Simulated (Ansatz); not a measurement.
# WH3 (sextet): from Hartree-Fock to the top rungs, def2-QZVPP

An exercise on one series of results from a longer session: the logs are not shown, and one member is left open.

The runs use Ansatz 0.2.0, Gaussian basis; def2-QZVPP, core rule «outside noble gas», up to 4 orbitals frozen.

To be run: UHF; ROHF; CCSD(T) on UHF.

### What is computed

The geometry is a PBE0/def2-TZVP stationary point (not a proven minimum). No spin-orbit coupling is included. Elements past krypton take def2 core potentials.

4 atoms, charge 0, spin multiplicity 6.

Atoms are counted from 1 here; the program's logs count them from 0.

Bond lengths: W1–H2 1.697 Å, W1–H3 1.809 Å, W1–H4 1.809 Å. Angles: H2–W1–H3 90.2°, H2–W1–H4 90.2°, H3–W1–H4 179.6°.

The first run:

Contents of in.yaml:

```yaml
crystal:
  periodic: [false, false, false]
  atoms:
    - {symbol: W, position_ang: [0.000000, -0.009090, 0.000000]}
    - {symbol: H, position_ang: [0.000000, 1.688316, 0.000000]}
    - {symbol: H, position_ang: [0.000000, -0.015207, 1.808801]}
    - {symbol: H, position_ang: [0.000000, -0.015207, -1.808801]}
basis:
  gaussian: {orbitals: "def2-QZVPP.json"}
magnetization: {spin_polarized: true, initial_magnetization: 5}
hamiltonian: {xc: hf}
output: {orbitals: {seedname: orbitals}}
```

Run with:

```
$ ansatz run in.yaml --threads 1 --pin off --events-out ev --progress --plain --max-ram 4096MiB --backend cpu
```

Steps of the session up to this table: UHF; ROHF; CCSD(T) on UHF.

One of the session's tables, all rows but one given; the rest of the session is left out.

It belongs to the step «Misses and costs». 

```
  method  from UCCSD(T) (kcal/mol)
    ROHF                   +132.79
    UMP2                         ?
   UCCSD                     +6.27
UCCSD(T)                         0
```

**Question.** Estimate the row for UMP2.

The run gave: from UCCSD(T) (kcal/mol): +18.99. In the column «from UCCSD(T) (kcal/mol)» it lies between UCCSD (+6.27) and ROHF (+132.79).

Left out of the table: UHF (another determinant or state than the rows shown).

The program flags UCCSD(T) as in doubt (see the logs), so the zero of the table is itself unsure.

To keep in mind: The report flags that the cluster equations may have other roots. The program flags UCCSD(T) as in doubt, so the zero of the table is itself unsure. Warnings: coupled cluster took another determinant than the lowest.
